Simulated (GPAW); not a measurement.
The system is Ge3Pd.

```
CELL_PARAMETERS angstrom
4.14202 0.00000 0.00000
0.00000 4.14202 0.00000
0.00000 0.00000 4.14202
ATOMIC_POSITIONS crystal
Pd 0.00000 0.00000 0.00000
Ge 0.50000 0.50000 0.00000
Ge 0.50000 0.00000 0.50000
Ge 0.00000 0.50000 0.50000
```

The cell comes from a database or a generator and needn't be the stable form of this composition.

Base run:

- Program: GPAW 26.7.0
- Functional: LDA
- Potentials or basis: the program's PAW data sets (release 1.2.1) made for this functional
- Cutoff: 600 eV
- Basis: pw
- k mesh: 7 × 7 × 7
- Occupations: fermi-dirac, width 0.05 eV
- Spin: no spin polarisation

Its results: pressure -7.1 GPa.

Task: After a change of settings the same cell gave: pressure -4.8 GPa. Which change was it?
A. cutoff from 600 eV to 450 eV; k mesh from 7 × 7 × 7 to 5 × 5 × 5
B. functional from LDA to PBE; potentials or basis from the program's PAW data sets (release 1.2.1) made for this functional to GPAW PAW data sets (gpaw-data 1.2.1)
C. functional from LDA to PBEsol; potentials or basis from the program's PAW data sets (release 1.2.1) made for this functional to PAW data sets generated in the run's folder for this functional
D. functional from LDA to r2SCAN; potentials or basis from the program's PAW data sets (release 1.2.1) made for this functional to GPAW PAW data sets (gpaw-data 1.2.1)

Result: C.

Not every run made on this cell is shown here.
